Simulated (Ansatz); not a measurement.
**GeMe2(NEt2)2 (C10H26GeN2): a spread of methods and bases**

How do the results and run time of GeMe2(NEt2)2 (C10H26GeN2) respond when the settings are drawn wide?

Method: the settings change from run to run; program: Ansatz 0.2.0, Gaussian basis.

## Step 1: The geometry

An earlier PBE-D4/def2-SVP relaxation fixed the geometry.

39 atoms, charge 0, spin multiplicity 1.

Atoms are counted from 1 here; the program's logs count them from 0.

Bond lengths: Ge1–C2 1.968 Å, Ge1–C6 1.968 Å, Ge1–N10 1.858 Å, Ge1–N25 1.856 Å, C2–H3 1.108 Å, C2–H4 1.107 Å, C2–H5 1.108 Å, C6–H7 1.108 Å, C6–H8 1.108 Å, C6–H9 1.108 Å, N10–C11 1.454 Å, N10–C13 1.454 Å, C11–C12 1.535 Å, C11–H15 1.113 Å, C11–H16 1.117 Å, C12–H17 1.110 Å, C12–H18 1.110 Å, C12–H19 1.110 Å and more. Angles: C2–Ge1–C6 111.6°, C2–Ge1–N10 113.2°, C2–Ge1–N25 107.0°, C6–Ge1–N10 106.9°, C6–Ge1–N25 112.7°, N10–Ge1–N25 105.4°, Ge1–C2–H3 111.7°, Ge1–C2–H4 110.9°, Ge1–C2–H5 108.8°, H3–C2–H4 108.7°, H3–C2–H5 108.3°, H4–C2–H5 108.4°, Ge1–C6–H7 110.8°, Ge1–C6–H8 108.8°, Ge1–C6–H9 111.8°, H7–C6–H8 108.4°, H7–C6–H9 108.6°, H8–C6–H9 108.3° and more.

## Step 2: wB97M-V/6-31G

Options: atoms shaken by 0.03 Å.

in.yaml reads:

```yaml
crystal:
  periodic: [false, false, false]
  atoms:
    - {symbol: Ge, position_ang: [0.912849, -0.009929, 0.646448]}
    - {symbol: C, position_ang: [0.847825, -0.108753, 2.648732]}
    - {symbol: H, position_ang: [1.467560, -0.951331, 3.033480]}
    - {symbol: H, position_ang: [-0.162610, -0.156281, 2.959130]}
    - {symbol: H, position_ang: [1.271181, 0.752126, 3.016808]}
    - {symbol: C, position_ang: [2.687447, 0.101377, -0.036888]}
    - {symbol: H, position_ang: [2.749514, 0.177078, -1.118407]}
    - {symbol: H, position_ang: [3.247480, -0.822691, 0.316960]}
    - {symbol: H, position_ang: [3.277945, 0.904263, 0.397014]}
    - {symbol: N, position_ang: [-0.029980, 1.495767, 0.001482]}
    - {symbol: C, position_ang: [-1.435370, 1.589390, 0.147747]}
    - {symbol: C, position_ang: [-1.888478, 2.426896, 1.293275]}
    - {symbol: C, position_ang: [0.668778, 2.610809, -0.720254]}
    - {symbol: C, position_ang: [0.536227, 2.601436, -2.231039]}
    - {symbol: H, position_ang: [-1.857633, 0.509153, 0.233829]}
    - {symbol: H, position_ang: [-1.934143, 1.949758, -0.816640]}
    - {symbol: H, position_ang: [-1.444415, 2.023497, 2.218117]}
    - {symbol: H, position_ang: [-1.485420, 3.464888, 1.203844]}
    - {symbol: H, position_ang: [-3.011476, 2.522301, 1.348804]}
    - {symbol: H, position_ang: [0.306245, 3.587640, -0.293075]}
    - {symbol: H, position_ang: [1.749445, 2.539175, -0.362146]}
    - {symbol: H, position_ang: [1.052469, 1.659633, -2.630871]}
    - {symbol: H, position_ang: [-0.564936, 2.568288, -2.508231]}
    - {symbol: H, position_ang: [1.033711, 3.512589, -2.676437]}
    - {symbol: N, position_ang: [-0.001549, -1.506296, -0.010130]}
    - {symbol: C, position_ang: [-0.286736, -1.608545, -1.385294]}
    - {symbol: C, position_ang: [0.684968, -2.513657, -2.196465]}
    - {symbol: C, position_ang: [-0.508419, -2.589670, 0.850515]}
    - {symbol: C, position_ang: [-2.064133, -2.499866, 1.204376]}
    - {symbol: H, position_ang: [-0.236620, -0.579395, -1.863936]}
    - {symbol: H, position_ang: [-1.335696, -1.969438, -1.597004]}
    - {symbol: H, position_ang: [1.664111, -2.157075, -2.087802]}
    - {symbol: H, position_ang: [0.727306, -3.546875, -1.748379]}
    - {symbol: H, position_ang: [0.457069, -2.568220, -3.231774]}
    - {symbol: H, position_ang: [-0.290263, -3.546738, 0.408841]}
    - {symbol: H, position_ang: [0.114926, -2.584643, 1.823299]}
    - {symbol: H, position_ang: [-2.199901, -1.586005, 1.844547]}
    - {symbol: H, position_ang: [-2.621087, -2.464482, 0.336673]}
    - {symbol: H, position_ang: [-2.379179, -3.405629, 1.788577]}
basis:
  gaussian: {orbitals: 6-31G}
hamiltonian: {xc: {name: wB97M-V}}
scf: {omitted_lower_state_checks: [starts]}
output: {forces: true}
```

Command:

```console
ansatz run in.yaml --threads 2 --pin off --events-out ev --progress --plain --max-ram 22528MiB --backend cuda --devices 0, --max-vram 18GiB
```

The log of the run, shortened:

```text
Functional definition: wB97M-V
  name "wB97M-V"
  cite "Mardirossian & Head-Gordon, J. Chem. Phys. 144, 214110 (2016) doi:10.1063/1.4952647"
  cite "Becke, J. Chem. Phys. 107, 8554 (1997) doi:10.1063/1.475007"
  cite "Vydrov & Van Voorhis, J. Chem. Phys. 133, 244103 (2010) doi:10.1063/1.3521275"
  # Of w^i u^j: cxij and so on, Table III.
[...]
  gx(w, u) = 1 - cx + cx01*u + cx10*w
  gss(w, u) = css00 + css04*u^4 + css10*w + css20*w^2 + css43*w^4*u^3
  gos(w, u) = cos00 + cos10*w + (cos20 + cos21*u)*w^2 + (cos60 + cos61*u)*w^6
[...]
      + integral(e_c_pw_mod_opposite_spin*gos(b97_w_opposite, b97_u_opposite)) + vv10(b, c)
[...]
2616 factors; integrals over basis functions are off by at most 2.0e-4 eV
831 factors; integrals over basis functions are off by at most 3.7e-6 eV
[...]
mean field -70269.51891323 eV, -2582.3571896705 hartree, gradient 1.3e-5 eV, S^2 0.000000; 0 other end points of the search recorded, 0 dependent functions left out
[...]
reference -70269.51897026 eV, -2582.3571917665 hartree; 66, 66 occupied and 123, 123 virtual orbitals, 2616 factors
Total energy: -70269.51897026 eV, -2582.3571917665 hartree
Atom 0 at     0.912849    -0.009929     0.646448 Å, force    -1.757683     0.199584     0.344897 eV/Å
Atom 1 at     0.847825    -0.108753     2.648732 Å, force     0.825754    -2.305498    -2.061845 eV/Å
[...]
Atom 23 at     1.033711     3.512589    -2.676437 Å, force    -0.598450    -0.886986     0.283956 eV/Å
Atom 24 at    -0.001549    -1.506296    -0.010130 Å, force     0.253199     0.330583     2.077570 eV/Å
Atom 25 at    -0.286736    -1.608545    -1.385294 Å, force    -0.703680     0.412786    -3.032997 eV/Å
Atom 26 at     0.684968    -2.513657    -2.196465 Å, force    -1.006061    -1.274964     2.013102 eV/Å
Atom 27 at    -0.508419    -2.589670     0.850515 Å, force     0.070140     0.777380     1.915050 eV/Å
Atom 28 at    -2.064133    -2.499866     1.204376 Å, force     2.774500    -0.124508     2.710264 eV/Å
Atom 29 at    -0.236620    -0.579395    -1.863936 Å, force    -0.155652    -0.820486     0.511214 eV/Å
Atom 30 at    -1.335696    -1.969438    -1.597004 Å, force     0.627392     0.285658     0.375527 eV/Å
Atom 31 at     1.664111    -2.157075    -2.087802 Å, force     1.761943     0.854361     0.126055 eV/Å
Atom 32 at     0.727306    -3.546875    -1.748379 Å, force    -0.324699     0.697279    -0.522748 eV/Å
Atom 33 at     0.457069    -2.568220    -3.231774 Å, force    -0.486738    -0.126945    -1.110829 eV/Å
Atom 34 at    -0.290263    -3.546738     0.408841 Å, force     0.038606    -0.684644    -0.497712 eV/Å
Atom 35 at     0.114926    -2.584643     1.823299 Å, force    -1.080655     0.038081    -1.247928 eV/Å
Atom 36 at    -2.199901    -1.586005     1.844547 Å, force    -0.194195    -0.717836    -0.641631 eV/Å
Atom 37 at    -2.621087    -2.464482     0.336673 Å, force    -1.442689     0.336908    -2.045261 eV/Å
Atom 38 at    -2.379179    -3.405629     1.788577 Å, force     0.285940     0.715011    -0.361389 eV/Å
Dipole moment:     0.189646     0.021332     0.059831 e Å
Checks for a lower state left out: starts
```

Run time: 15 s. Hardware: 1 × H100 (card shared with other runs) with 2 threads of AMD EPYC 7R13, shared host; peak host memory 1.2 GiB.

Largest force 3.881 eV/Å, dipole 0.96 D.

## Step 3: wB97X-V/def2-mTZVP

Set apart from the defaults: unrestricted orbitals, coordinates scaled by 0.96, the search for lower states set to off.

in.yaml reads:

```yaml
crystal:
  periodic: [false, false, false]
  atoms:
    - {symbol: Ge, position_ang: [0.863334, -0.005862, 0.617065]}
    - {symbol: C, position_ang: [0.816508, -0.095502, 2.503910]}
    - {symbol: H, position_ang: [1.385846, -0.915528, 2.872344]}
    - {symbol: H, position_ang: [-0.182484, -0.189879, 2.855247]}
    - {symbol: H, position_ang: [1.227347, 0.801912, 2.899953]}
    - {symbol: C, position_ang: [2.635757, 0.081772, -0.030862]}
    - {symbol: H, position_ang: [2.646203, 0.177123, -1.089727]}
    - {symbol: H, position_ang: [3.140891, -0.816757, 0.230428]}
    - {symbol: H, position_ang: [3.169980, 0.900384, 0.389338]}
    - {symbol: N, position_ang: [0.001119, 1.410461, -0.039636]}
    - {symbol: C, position_ang: [-1.382249, 1.506566, 0.121873]}
    - {symbol: C, position_ang: [-1.811649, 2.331132, 1.265334]}
    - {symbol: C, position_ang: [0.642745, 2.490076, -0.648721]}
    - {symbol: C, position_ang: [0.546234, 2.496041, -2.119418]}
    - {symbol: H, position_ang: [-1.773327, 0.517890, 0.228720]}
    - {symbol: H, position_ang: [-1.829206, 1.888887, -0.774765]}
    - {symbol: H, position_ang: [-1.466982, 1.918555, 2.185000]}
    - {symbol: H, position_ang: [-1.427881, 3.323112, 1.196509]}
    - {symbol: H, position_ang: [-2.873879, 2.402895, 1.313410]}
    - {symbol: H, position_ang: [0.253711, 3.414471, -0.268607]}
    - {symbol: H, position_ang: [1.672098, 2.494105, -0.369855]}
    - {symbol: H, position_ang: [1.024710, 1.639274, -2.533724]}
    - {symbol: H, position_ang: [-0.469440, 2.481359, -2.441075]}
    - {symbol: H, position_ang: [1.001921, 3.365480, -2.536211]}
    - {symbol: N, position_ang: [-0.021903, -1.425832, 0.004567]}
    - {symbol: C, position_ang: [-0.268063, -1.537593, -1.365285]}
    - {symbol: C, position_ang: [0.668956, -2.418405, -2.084241]}
    - {symbol: C, position_ang: [-0.476822, -2.465393, 0.816587]}
    - {symbol: C, position_ang: [-1.909779, -2.388853, 1.152507]}
    - {symbol: H, position_ang: [-0.235271, -0.557522, -1.790303]}
    - {symbol: H, position_ang: [-1.270689, -1.879900, -1.531916]}
    - {symbol: H, position_ang: [1.665896, -2.049112, -2.019248]}
    - {symbol: H, position_ang: [0.666133, -3.403705, -1.678117]}
    - {symbol: H, position_ang: [0.412008, -2.497757, -3.115498]}
    - {symbol: H, position_ang: [-0.277170, -3.409437, 0.349312]}
    - {symbol: H, position_ang: [0.090199, -2.484638, 1.719683]}
    - {symbol: H, position_ang: [-2.120360, -1.512183, 1.719776]}
    - {symbol: H, position_ang: [-2.511784, -2.352994, 0.274047]}
    - {symbol: H, position_ang: [-2.222687, -3.234604, 1.721602]}
basis:
  gaussian: {orbitals: def2-mTZVP}
magnetization: {spin_polarized: true, initial_magnetization: 0}
hamiltonian: {xc: {name: wB97X-V}}
scf: {lower_state_search: off}
output: {forces: true}
```

The command is unchanged.

The log of the run, shortened:

```text
Functional definition: wB97X-V
  name "wB97X-V"
  cite "Mardirossian & Head-Gordon, Phys. Chem. Chem. Phys. 16, 9904 (2014) doi:10.1039/C3CP54374A"
  cite "Becke, J. Chem. Phys. 107, 8554 (1997) doi:10.1063/1.475007"
  cite "Vydrov & Van Voorhis, J. Chem. Phys. 133, 244103 (2010) doi:10.1063/1.3521275"
[...]
      + integral(e_c_pw_opposite_spin*poly(b97_u_opposite, cos0, cos1)) + vv10(b, c)
[...]
3347 factors; integrals over basis functions are off by at most 1.2e-3 eV
974 factors; integrals over basis functions are off by at most 4.6e-6 eV
[...]
mean field -70287.62077113 eV, -2583.0224206787 hartree, gradient 4.7e-6 eV, S^2 0.000000; 0 other end points of the search recorded, 0 dependent functions left out
[...]
reference -70287.62076772 eV, -2583.0224205532 hartree; 66, 66 occupied and 276, 276 virtual orbitals, 3347 factors
Total energy: -70287.62076772 eV, -2583.0224205532 hartree
[...]
Atom 31 at     1.665896    -2.049112    -2.019248 Å, force     1.040865     0.369833     0.054066 eV/Å
Atom 32 at     0.666133    -3.403705    -1.678117 Å, force     0.020615    -1.012334     0.381934 eV/Å
Atom 33 at     0.412008    -2.497757    -3.115498 Å, force    -0.238063    -0.090388    -1.077036 eV/Å
Atom 34 at    -0.277170    -3.409437     0.349312 Å, force     0.199021    -0.987388    -0.417567 eV/Å
Atom 35 at     0.090199    -2.484638     1.719683 Å, force     0.550756    -0.111534     0.948944 eV/Å
Atom 36 at    -2.120360    -1.512183     1.719776 Å, force    -0.243770     0.912811     0.608503 eV/Å
Atom 37 at    -2.511784    -2.352994     0.274047 Å, force    -0.653119     0.033171    -0.870724 eV/Å
Atom 38 at    -2.222687    -3.234604     1.721602 Å, force    -0.340796    -0.840571     0.588239 eV/Å
Dipole moment:     0.060356     0.000503     0.050672 e Å
Checks for a lower state left out: stability, starts, cluster_reference, orbital_swaps, neighbouring_geometries, increment
```

Run time: 16 s. Hardware: 1 × H100 (card shared with other runs) with 2 threads of AMD EPYC 7R13, shared host; peak host memory 1.4 GiB.

Largest force 1.127 eV/Å, dipole 0.38 D, ⟨S²⟩ 0.000.

## Step 4: rPW86-PBE/aug-cc-pVDZ

This run has density fitting with def2-universal-jkfit, a point charge of 1.00 e beside it.

in.yaml reads:

```yaml
crystal:
  periodic: [false, false, false]
  atoms:
    - {symbol: Ge, position_ang: [0.899306, -0.006106, 0.642776]}
    - {symbol: C, position_ang: [0.850530, -0.099482, 2.608239]}
    - {symbol: H, position_ang: [1.443589, -0.953675, 2.992025]}
    - {symbol: H, position_ang: [-0.190088, -0.197791, 2.974216]}
    - {symbol: H, position_ang: [1.278486, 0.835325, 3.020784]}
    - {symbol: C, position_ang: [2.745580, 0.085179, -0.032148]}
    - {symbol: H, position_ang: [2.756461, 0.184504, -1.135132]}
    - {symbol: H, position_ang: [3.271761, -0.850789, 0.240029]}
    - {symbol: H, position_ang: [3.302063, 0.937900, 0.405560]}
    - {symbol: N, position_ang: [0.001165, 1.469231, -0.041287]}
    - {symbol: C, position_ang: [-1.439842, 1.569339, 0.126951]}
    - {symbol: C, position_ang: [-1.887135, 2.428262, 1.318056]}
    - {symbol: C, position_ang: [0.669526, 2.593830, -0.675751]}
    - {symbol: C, position_ang: [0.568993, 2.600042, -2.207727]}
    - {symbol: H, position_ang: [-1.847216, 0.539468, 0.238250]}
    - {symbol: H, position_ang: [-1.905423, 1.967591, -0.807047]}
    - {symbol: H, position_ang: [-1.528106, 1.998495, 2.276041]}
    - {symbol: H, position_ang: [-1.487376, 3.461575, 1.246363]}
    - {symbol: H, position_ang: [-2.993624, 2.503016, 1.368135]}
    - {symbol: H, position_ang: [0.264283, 3.556740, -0.279799]}
    - {symbol: H, position_ang: [1.741769, 2.598026, -0.385266]}
    - {symbol: H, position_ang: [1.067406, 1.707577, -2.639296]}
    - {symbol: H, position_ang: [-0.489000, 2.584749, -2.542786]}
    - {symbol: H, position_ang: [1.043668, 3.505708, -2.641886]}
    - {symbol: N, position_ang: [-0.022816, -1.485242, 0.004757]}
    - {symbol: C, position_ang: [-0.279232, -1.601660, -1.422172]}
    - {symbol: C, position_ang: [0.696829, -2.519172, -2.171085]}
    - {symbol: C, position_ang: [-0.496690, -2.568118, 0.850612]}
    - {symbol: C, position_ang: [-1.989353, -2.488389, 1.200528]}
    - {symbol: H, position_ang: [-0.245074, -0.580752, -1.864899]}
    - {symbol: H, position_ang: [-1.323634, -1.958229, -1.595746]}
    - {symbol: H, position_ang: [1.735308, -2.134492, -2.103383]}
    - {symbol: H, position_ang: [0.693889, -3.545526, -1.748038]}
    - {symbol: H, position_ang: [0.429175, -2.601830, -3.245311]}
    - {symbol: H, position_ang: [-0.288719, -3.551496, 0.363867]}
    - {symbol: H, position_ang: [0.093958, -2.588164, 1.791337]}
    - {symbol: H, position_ang: [-2.208708, -1.575191, 1.791433]}
    - {symbol: H, position_ang: [-2.616441, -2.451036, 0.285466]}
    - {symbol: H, position_ang: [-2.315299, -3.369380, 1.793335]}
basis:
  gaussian: {orbitals: aug-cc-pVDZ, fitting: {mean_field: def2-universal-jkfit}, point_charges: [{charge: 1.00, position_ang: [6.367, 0.244, 0.410]}]}
hamiltonian: {xc: {name: rPW86-PBE}}
scf: {omitted_lower_state_checks: [starts]}
```

Launched as before.

The log of the run:

```text
Functional definition: rPW86-PBE
  name "rPW86-PBE"
  cite "Murray, Lee & Langreth, J. Chem. Theory Comput. 5, 2754 (2009) doi:10.1021/ct900365q"
  cite "Perdew, Burke & Ernzerhof, Phys. Rev. Lett. 77, 3865 (1996) doi:10.1103/PhysRevLett.77.3865"
  parent pbe
  exchange = rpw86_x
  correlation = pbe_c
these checks for a lower state are left out or cut short: starts
1638 factors; integrals over basis functions are off by at most 2.4e-1 eV
mean field evaluation 1: about -70283.0946 eV, gradient 1.6e2 eV
mean field evaluation 2: about -69902.3671 eV, gradient 3.6e2 eV
mean field evaluation 4: about -70346.0152 eV, gradient 2.5e1 eV
mean field evaluation 8: about -70334.4556 eV, gradient 5.5e1 eV
mean field evaluation 16: about -70347.8876 eV, gradient 1.3e-1 eV
mean field -70347.88657656 eV, -2585.2371481786 hartree, gradient 2.1e-5 eV, S^2 0.000000; 0 other end points of the search recorded, 0 dependent functions left out
reference -70347.88698794 eV, -2585.2371632965 hartree; 66, 66 occupied and 480, 480 virtual orbitals, 1638 factors
Total energy: -70347.88698794 eV, -2585.2371632965 hartree
Checks for a lower state left out: starts
```

Wall time 11 s (1 × H100 (card shared with other runs) with 2 threads of AMD EPYC 7R13, shared host); peak host memory 1.2 GiB.

## Step 5: PBEsol/def2-TZVP

This run has density fitting with def2-universal-jkfit, a grid of angular degree 11, D4 dispersion.

Edit in.yaml of step 4 so:

```diff
@@ -43,4 +43,4 @@
 basis:
-  gaussian: {orbitals: aug-cc-pVDZ, fitting: {mean_field: def2-universal-jkfit}, point_charges: [{charge: 1.00, position_ang: [6.367, 0.244, 0.410]}]}
-hamiltonian: {xc: {name: rPW86-PBE}}
-scf: {omitted_lower_state_checks: [starts]}
+  gaussian: {orbitals: def2-TZVP, fitting: {mean_field: def2-universal-jkfit}, final_grid: {core_spheres: 5, valence_spheres: 4, degree: 11}}
+hamiltonian: {xc: {name: PBEsol}, dispersion: d4}
+output: {forces: true}
```

Launched as before.

The log of the run, shortened:

```text
Functional definition: PBEsol
  name "PBEsol"
  cite "Perdew et al., Phys. Rev. Lett. 100, 136406 (2008) doi:10.1103/PhysRevLett.100.136406"
  cite "Perdew, Burke & Ernzerhof, Phys. Rev. Lett. 77, 3865 (1996) doi:10.1103/PhysRevLett.77.3865"
  parent pbesol
[...]
1638 factors; integrals over basis functions are off by at most 3.9e-1 eV
[...]
mean field -70171.18279074 eV, -2578.7434038238 hartree, gradient 7.5e-5 eV, S^2 0.000000; 0 other end points of the search recorded, 0 dependent functions left out
[...]
reference -70171.18281563 eV, -2578.7434047382 hartree; 66, 66 occupied and 510, 510 virtual orbitals, 1638 factors
Total energy: -70171.65388801 eV, -2578.7607163291 hartree
Atom 0 at     0.899306    -0.006106     0.642776 Å, force    -0.069685    -0.027313    -0.024065 eV/Å
Atom 1 at     0.850530    -0.099482     2.608239 Å, force     0.186197    -0.140578     0.111059 eV/Å
[...]
Atom 29 at    -0.245074    -0.580752    -1.864899 Å, force     0.011743    -0.149348     0.151956 eV/Å
Atom 30 at    -1.323634    -1.958229    -1.595746 Å, force     0.150395     0.033062     0.083031 eV/Å
Atom 31 at     1.735308    -2.134492    -2.103383 Å, force    -0.201041    -0.022981    -0.005531 eV/Å
Atom 32 at     0.693889    -3.545526    -1.748038 Å, force    -0.074818     0.222375    -0.003708 eV/Å
Atom 33 at     0.429175    -2.601830    -3.245311 Å, force     0.024825     0.101117     0.242228 eV/Å
Atom 34 at    -0.288719    -3.551496     0.363867 Å, force    -0.114524     0.186873     0.025822 eV/Å
Atom 35 at     0.093958    -2.588164     1.791337 Å, force    -0.126068     0.029041    -0.160423 eV/Å
Atom 36 at    -2.208708    -1.575191     1.791433 Å, force     0.049722    -0.147265    -0.185142 eV/Å
Atom 37 at    -2.616441    -2.451036     0.285466 Å, force     0.247919     0.017226     0.151704 eV/Å
Atom 38 at    -2.315299    -3.369380     1.793335 Å, force     0.075565     0.188737    -0.072478 eV/Å
Dipole moment:     0.083098    -0.000338     0.064148 e Å
```

Wall time 6 s (1 × H100 (card shared with other runs) with 2 threads of AMD EPYC 7R13, shared host).

Largest force 0.405 eV/Å, dipole 0.50 D.

## Step 6: All runs side by side

| level | charge | multiplicity | geometry | functions | energy (eV) | time |
| --- | --- | --- | --- | --- | --- | --- |
| wB97M-V/6-31G | 0 | 1 | shaken | 189 | -70269.519 | 15 s |
| wB97X-V/def2-mTZVP | 0 | 1 | scaled | 342 | -70287.621 | 16 s |
| rPW86-PBE/aug-cc-pVDZ | 0 | 1 | relaxed, point charge | 546 | -70347.887 | 11 s |
| PBEsol/def2-TZVP | 0 | 1 | relaxed | 576 | -70171.654 | 6 s |

## Step 7: Results

| quantity | value |
| --- | --- |
| runs | 4 |
| quickest | PBEsol/def2-TZVP, 6 s |
| slowest | wB97X-V/def2-mTZVP, 16 s |

In words: The runs differ in state or geometry as well as level, so their energies can't be set against each other. wB97X-V/def2-mTZVP took 3 times as long as PBEsol/def2-TZVP. The jobs differ in tasks and options as well as level. At the PBE-D4/def2-SVP geometry and in the same state, runs without warnings or point charges leave forces up to 0.41 eV/Å (PBEsol/def2-TZVP), against 3.9 eV/Å where the atoms were moved.
